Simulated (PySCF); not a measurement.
# C₆H₁₀SSi: excited states, part 2 of 2

PySCF 2.14.0. Atoms count from 0. The steps go on from the part before.

## Step 7: Excited states: TDA CAM-B3LYP/aug-pcseg-0

What the job is given:

```
{"job": {"kind": "states", "xc": "CAM-B3LYP", "basis": "aug-pcseg-0", "tda": true, "soc": true, "nstates": 20, "ntriplets": 4, "nquad": 4, "scf": {"aux": "def2-qzvpp-jkfit"}}, "charge": 0, "multiplicity": 1}
C      1.542730     1.613856     1.133275
C      1.598825     0.298689     1.035818
C      1.566483    -0.447732    -0.260984
C      0.226310    -1.136243    -0.403869
C     -0.005368    -2.369896    -0.106710
S     -0.422657    -3.847963     0.192830
Si    -1.269651    -0.070601    -0.913091
C     -2.140134     0.585481     0.640051
H      1.500532     2.244610     0.260085
H      1.546326     2.117779     2.084805
H      1.631373    -0.321074     1.922297
H      1.709661     0.239962    -1.095569
H      2.360493    -1.197653    -0.278655
H     -0.712067     1.027756    -1.711623
H     -2.177930    -0.888132    -1.720525
H     -1.465081     1.176154     1.253451
H     -2.986754     1.212920     0.378279
H     -2.511852    -0.231596     1.252559
```

Level: TDA CAM-B3LYP/aug-pcseg-0 excited states, vertical, gas phase, spin-orbit mean-field couplings.

Standard output:

```text
final grid: 144640 points
cycle   1  E = -920.7000414483  dE =  1.007e+00  |g| = 3.904e-01  |ddm| = 1.479e+01
cycle   2  E = -920.6875463020  dE =  1.250e-02  |g| = 4.899e-01  |ddm| = 1.156e+01
cycle   3  E = -920.7480718164  dE = -6.053e-02  |g| = 7.164e-02  |ddm| = 5.287e+00
cycle   4  E = -920.7492782982  dE = -1.206e-03  |g| = 3.499e-02  |ddm| = 7.709e-01
cycle   5  E = -920.7496164277  dE = -3.381e-04  |g| = 1.173e-02  |ddm| = 3.738e-01
cycle   6  E = -920.7496592801  dE = -4.285e-05  |g| = 2.645e-03  |ddm| = 7.919e-02
cycle   7  E = -920.7496634641  dE = -4.184e-06  |g| = 1.325e-03  |ddm| = 2.557e-02
cycle   8  E = -920.7496644634  dE = -9.993e-07  |g| = 4.480e-04  |ddm| = 1.346e-02
cycle   9  E = -920.7496645980  dE = -1.346e-07  |g| = 1.973e-04  |ddm| = 8.522e-03
cycle  10  E = -920.7496646103  dE = -1.233e-08  |g| = 4.811e-05  |ddm| = 1.824e-03
cycle  11  E = -920.7496646112  dE = -8.802e-10  |g| = 9.991e-06  |ddm| = 6.694e-04
converged SCF energy = -920.7496646112

Singlet excitations
state   eV       nm        f     d(h-e)  d(exc)  Lambda  PR(NTO)  |dmu|/D   mu/D   main configurations
  1   2.6483   468.2   0.00030   0.030   2.743   0.496   1.002    0.159    2.427   H->L 0.98
  2   5.2609   235.7   0.00067   0.138   3.422   0.475   2.030    0.345    2.463   H-1->L 0.35, H->L+3 0.20, H->L+1 0.16
  3   5.7334   216.2   0.02601   0.590   4.037   0.302   1.095    2.846    4.316   H->L+1 0.23, H->L+5 0.22, H->L+2 0.21
  4   6.0543   204.8   0.09053   1.024   4.543   0.390   1.991    3.944    4.384   H->L+2 0.28, H-1->L 0.25, H->L+1 0.16
  5   6.0951   203.4   0.04338   0.729   4.315   0.409   2.012                     H->L+2 0.29, H-1->L 0.14, H-2->L 0.12
  6   6.2695   197.8   0.08212   0.794   3.350   0.452   1.265                     H-3->L 0.25, H-5->L 0.18, H-1->L 0.17
  7   6.4387   192.6   0.12458   2.033   4.752   0.391   1.328                     H->L+4 0.29, H->L+3 0.27, H-2->L 0.12
  8   6.5509   189.3   0.00880   1.409   4.875   0.327   1.061                     H->L+6 0.36, H->L+4 0.17, H->L+7 0.15
  9   6.5807   188.4   0.21620   2.419   5.429   0.339   1.370                     H->L+1 0.29, H->L+4 0.19, H-2->L 0.11
 10   6.8328   181.5   0.00841   3.251   5.446   0.299   1.073                     H->L+5 0.32, H->L+7 0.31
 11   6.9699   177.9   0.29173   1.282   4.737   0.378   1.783                     H->L+6 0.26, H->L+7 0.14, H-2->L 0.08
 12   7.0011   177.1   0.01696   0.594   4.005   0.368   1.931                     H-1->L+1 0.33, H-2->L+3 0.11
 13   7.1106   174.4   0.04627   0.529   4.847   0.279   1.211                     H->L+13 0.23, H->L+9 0.21, H->L+12 0.15
 14   7.1895   172.5   0.17036   1.488   5.072   0.296   1.288                     H->L+8 0.67
 15   7.2468   171.1   0.00795   0.922   4.448   0.322   2.406                     H-1->L+1 0.22, H-1->L+3 0.14, H->L+9 0.13
 16   7.3748   168.1   0.04389   2.031   5.553   0.293   1.926                     H->L+9 0.33, H-1->L+1 0.12, H->L+5 0.09
 17   7.4040   167.5   0.00133   0.385   4.675   0.353   2.162                     H->L+10 0.24, H-4->L 0.20, H-6->L 0.10
 18   7.4204   167.1   0.01143   0.596   4.719   0.380   2.435                     H->L+10 0.26, H-4->L 0.25, H-6->L 0.11
 19   7.5133   165.0   0.01016   2.118   3.988   0.432   1.230                     H-3->L 0.42, H-5->L 0.36
 20   7.5471   164.3   0.03150   0.889   4.163   0.376   1.642                     H-1->L+2 0.44, H-1->L+4 0.22

Triplet excitations (Tamm-Dancoff)
state   eV     d(h-e)  d(exc)  Lambda  PR(NTO)   main configurations
  1   2.3348   0.032   2.722   0.496   1.003   H->L 0.97
  2   3.9985   0.413   2.593   0.635   1.036   H-2->L 0.59, H-1->L 0.29
  3   4.1654   0.401   2.833   0.410   1.080   H->L+3 0.38, H->L+1 0.16, H->L+11 0.12
  4   4.5341   0.054   2.289   0.431   1.142   H-1->L+3 0.20, H-1->L+2 0.20
S1 - T1 = 0.3135 eV

Spin-orbit couplings |<S|Hso|T>| (cm-1)
             T1       T2       T3       T4
S0      120.456    4.486    1.933    6.906
S1        0.181  110.651   51.578    2.535
S2       88.685    4.200    0.836    4.280
S3       22.461    0.835    8.151    3.216
S4        6.032   31.939    4.313    2.783
S5       22.291   43.581    1.228    6.012
S6        7.848   65.034    6.267   10.986
S7       36.746    4.126    1.977    7.028
S8        8.794    6.713    6.517    4.166
S9       36.861    4.436    7.187    6.886
S10       2.832    7.346    3.335    0.820
S11      27.442   15.841   34.813    7.985
S12      16.177   26.266   63.252    8.397
S13      14.038    3.466   24.171    4.330
S14      17.880   11.004   19.688    1.807
S15       4.868   13.417   22.608    2.879
S16      13.372   10.279   23.541    5.073
S17      24.702   22.781    8.607    2.494
S18      29.707   25.237    7.921    3.027
S19       8.236   28.022    3.588    2.215
S20       7.890    4.454   20.481    4.924
T1 sublevels (cm-1): 0.000 0.008 1.397   radiative rates (1/s): 0.361 0.423 195
```

Wall time 58 s (1 thread of Arm Neoverse N1, shared host); peak memory 0.81 GiB.

From this job:

| quantity | value |
| --- | --- |
| S1 less T1 | 0.31 eV |

## Step 8: Summary of results

The summary covers parts 1 to 2.

| quantity | value |
| --- | --- |
| S1 less T1 (step 2, TDA CAM-B3LYP/def2-SVP) | 0.35 eV |
| S1 less T1 (step 3, TDA revPBE/def2-SVP) | 0.35 eV |
| S1 less T1 (step 4, TDA mPW1PW91/def2-SVP) | 0.37 eV |
| S1 less T1 (step 5, TDA CAM-B3LYP/6-31G) | 0.33 eV |
| S1 less T1 (step 6, TDA X3LYP/6-31G) | 0.31 eV |
| S1 less T1 (step 7, TDA CAM-B3LYP/aug-pcseg-0) | 0.31 eV |

**Reading.** In step 2, the number of triplets below S1 is 1, and the largest singlet-triplet spin-orbit coupling is S0–T1, 117.67 cm⁻¹. In step 3, the number of triplets below S1 is 1, and the largest singlet-triplet spin-orbit coupling is S0–T1, 108.58 cm⁻¹. In step 4, the number of triplets below S1 is 1, and the largest singlet-triplet spin-orbit coupling is S0–T1, 111.14 cm⁻¹. In step 5, the number of triplets below S1 is 1, and the largest singlet-triplet spin-orbit coupling is S0–T1, 117.95 cm⁻¹. In step 6, the number of triplets below S1 is 1, and the largest singlet-triplet spin-orbit coupling is S0–T1, 113.74 cm⁻¹. In step 7, the number of triplets below S1 is 1, and the largest singlet-triplet spin-orbit coupling is S0–T1, 120.46 cm⁻¹.
